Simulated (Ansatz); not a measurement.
# H5InO3S: one species, many methods

An exercise on one series of results from a longer session: the logs are not shown, and one member is left open.

Program: Ansatz 0.2.0, Gaussian basis. Level of theory: functionals in def2-TZVPP, the program's frozen cores in correlated methods. These are calculated values, not measurements.

Plan: LDA (SPW92), PBE-D4, revPBE-D4, BLYP-D4, r2SCAN-D4, B97M-V, PBE0-D4, B3LYP-D4, r2SCANh-D4, r2SCAN0-D4, HSE06-D4, BHLYP-D4, CAM-B3LYP-D4, LC-ωPBE, ωB97X-V, ωB97M-V, B2PLYP, PBE-QIDH; CCSD(T)/def2-SVP; CCSD(T)/def2-TZVPP; MP2/def2-QZVPP; extrapolation to the limit; RPA on PBE.

1 further run of the same task is left out (for a known fault of the program).

## Structure used throughout

An earlier PBE0-D4 in a triple-zeta def2 set relaxation fixed the geometry. In takes the def2 core potential; no spin-orbit term is included.

10 atoms, charge 0, spin multiplicity 1.

Atoms are counted from 1 here; the program's logs count them from 0.

Bond lengths: O1–In2 2.016 Å, O1–H6 0.959 Å, In2–O3 1.983 Å, In2–O4 2.337 Å, In2–S5 2.386 Å, O3–H7 0.959 Å, O4–H8 0.979 Å, O4–H10 0.963 Å, S5–H9 1.343 Å. Angles: In2–O1–H6 114.6°, O1–In2–O3 113.0°, O1–In2–O4 73.8°, O1–In2–S5 118.2°, O3–In2–O4 107.8°, O3–In2–S5 126.4°, O4–In2–S5 100.9°, In2–O3–H7 113.4°, In2–O4–H8 86.0°, In2–O4–H10 114.8°, H8–O4–H10 107.6°, In2–S5–H9 93.4°.

Geometry (Å):

```mol
H5InO3S
  3D, bonds by distance, orders not assigned

 10  9  0  0  0  0  0  0  0  0999 V2000
   -1.1613   -1.3875    0.7445 O   0  0
   -0.0048    0.2378    0.4522 In  0  0
    1.7656    0.0957    1.3332 O   0  0
    0.0836   -0.9904   -1.5343 O   0  0
   -1.0519    2.2436   -0.3060 S   0  0
   -0.9443   -1.8952    1.5286 H   0  0
    2.2164    0.9382    1.4193 H   0  0
   -0.5055   -1.6305   -1.0853 H   0  0
    0.0934    2.9452   -0.2811 H   0  0
   -0.4082   -0.6080   -2.2683 H   0  0
  1  2  8  0
  1  6  8  0
  2  3  8  0
  2  4  8  0
  2  5  8  0
  3  7  8  0
  4  8  8  0
  4 10  8  0
  5  9  8  0
M  END
```

The first run:

Input file in.yaml:

```yaml
crystal:
  periodic: [false, false, false]
  atoms:
    - {symbol: O, position_ang: [-1.161278, -1.387468, 0.744472]}
    - {symbol: In, position_ang: [-0.004776, 0.237786, 0.452169]}
    - {symbol: O, position_ang: [1.765605, 0.095661, 1.333191]}
    - {symbol: O, position_ang: [0.083593, -0.990352, -1.534284]}
    - {symbol: S, position_ang: [-1.051933, 2.243615, -0.305978]}
    - {symbol: H, position_ang: [-0.944287, -1.895243, 1.528629]}
    - {symbol: H, position_ang: [2.216403, 0.938183, 1.419321]}
    - {symbol: H, position_ang: [-0.505501, -1.630484, -1.085268]}
    - {symbol: H, position_ang: [0.093449, 2.945188, -0.281055]}
    - {symbol: H, position_ang: [-0.408173, -0.607985, -2.268299]}
basis:
  gaussian: {orbitals: def2-TZVPP}
hamiltonian: {xc: lda}
output: {orbitals: {seedname: orbitals}}
```

Run with:

```sh
$ ansatz run in.yaml --threads 4 --pin off --events-out ev --progress --plain --max-ram 10444MiB
```

Among the steps run: LDA; PBE-D4 (GGA); revPBE-D4 (GGA); BLYP-D4 (GGA); r2SCAN-D4 (meta-GGA); B97M-V (meta-GGA); PBE0-D4 (hybrid); B3LYP-D4 (hybrid); r2SCANh-D4 (hybrid); r2SCAN0-D4 (hybrid); HSE06-D4 (hybrid); BHLYP-D4 (hybrid); CAM-B3LYP-D4 (range-separated); LC-ωPBE (range-separated); ωB97X-V (range-separated); ωB97M-V (range-separated); B2PLYP (double hybrid); PBE-QIDH (double hybrid).

One of the session's tables, all rows but one given; the rest of the session is left out.

It belongs to the step «Frontier levels by functional». 

| functional | HOMO (eV) | gap (eV) |
| --- | --- | --- |
| LDA (SPW92) | -6.37 | 3.93 |
| PBE-D4 | -6.21 | 4.06 |
| revPBE-D4 | ? | ? |
| BLYP-D4 | -6.05 | 3.92 |
| r2SCAN-D4 | -6.51 | 4.65 |
| B97M-V | -6.55 | 4.58 |
| PBE0-D4 | -7.50 | 6.24 |
| B3LYP-D4 | -7.24 | 5.65 |
| r2SCANh-D4 | -6.99 | 5.44 |
| r2SCAN0-D4 | -7.70 | 6.61 |
| HSE06-D4 | -7.09 | 5.47 |
| BHLYP-D4 | -8.61 | 8.17 |
| CAM-B3LYP-D4 | -8.84 | 8.48 |
| LC-ωPBE | -10.25 | 11.21 |
| ωB97X-V | -9.88 | 10.64 |
| ωB97M-V | -9.72 | 10.25 |

Q: Estimate the row for revPBE-D4 from the others.

**Answer.** HOMO (eV): -6.15; gap (eV): 4.13. In the column «HOMO (eV)» it lies between PBE-D4 (-6.21) and BLYP-D4 (-6.05).
